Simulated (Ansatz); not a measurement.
# CrWO4: the cost of one run

Program: Ansatz 0.2.0. Level of theory: DFT PBEsol+U (U_eff = 8 eV on Cr d, around-mean-field double counting), plane waves, PAW, no spin–orbit coupling unless a run says so. These are calculated values, not measurements.

1 further run of the same task is left out (it didn't finish).

## Step 1: The starting structure

The structure is orthorhombic, space group Cmmm (No. 65). The conventional cell has a = 6.473 Å, b = 6.708 Å, c = 2.924 Å, α = 90.00°, β = 90.00°, γ = 90.00°. Cr (site symmetry mmm) is surrounded by 6 O at 1.97 to 1.98 Å. O (site symmetry m2m) has 1 Cr at 1.98 Å and 2 W at 2.01 Å as nearest neighbours. O (site symmetry 2mm) is surrounded by 1 W at 1.91 Å and 2 Cr at 1.97 Å. W (site symmetry mmm) has 6 O at 1.91 to 2.01 Å as nearest neighbours.

Coordinates:

```
CELL_PARAMETERS angstrom
3.23632 -3.35410 0.00000
3.23632 3.35410 0.00000
0.00000 0.00000 2.92352
ATOMIC_POSITIONS crystal
Cr 0.50000 0.50000 0.50000
O 0.79530 0.20470 0.50000
O 0.20470 0.79530 0.50000
O 0.70493 0.70493 0.00000
O 0.29507 0.29507 0.00000
W 0.00000 0.00000 0.00000
```

## Step 2: Ferromagnetic start, free, symmetry kept, no search

The input, input.yaml:

```yaml
crystal:
  lattice:
    - [3.23631704, -3.35409691, 0.0]
    - [3.23631704, 3.35409691, 0.0]
    - [0.0, 0.0, 2.92351736]
  atoms:
    - { symbol: Cr, position: [0.5, 0.5, 0.5], spin: 4.0 }
    - { symbol: O, position: [0.795302825, 0.204697175, 0.5] }
    - { symbol: O, position: [0.204697175, 0.795302825, 0.5] }
    - { symbol: O, position: [0.70493355, 0.70493355, 0.0] }
    - { symbol: O, position: [0.29506645, 0.29506645, 0.0] }
    - { symbol: W, position: [0.0, 0.0, 0.0] }
basis:
  ecutwfc: 420
  ecutrho_ratio: 4
kpoints:
  mp_grid: { grid: [4, 4, 6] }
hamiltonian:
  xc: pbesol
  hubbard: { sites: [{ site: 0, l: d, u_eff: 8.0 }], double_counting: amf }
scf:
  occupations: { method: gaussian, width: 0.05 }
  lower_state_search: "off"
  max_iter: 150
output:
  forces: true
  stress: true
  eigenvalues: true
  populations: true
  hubbard: { sites: [{ site: 0, l: d }] }
magnetization:
  spin_polarized: true
```

Launch:

```sh
ansatz run input.yaml --threads 4 --pin off --max-ram 6144MiB --backend cpu --events-out ev --progress --plain --runs-dir out
```

Q: Estimate wall time and peak memory on 4 threads of Intel Xeon Platinum 8559C (Emerald Rapids), shared host.

About 4.7 s, with a peak of 0.58 GiB.
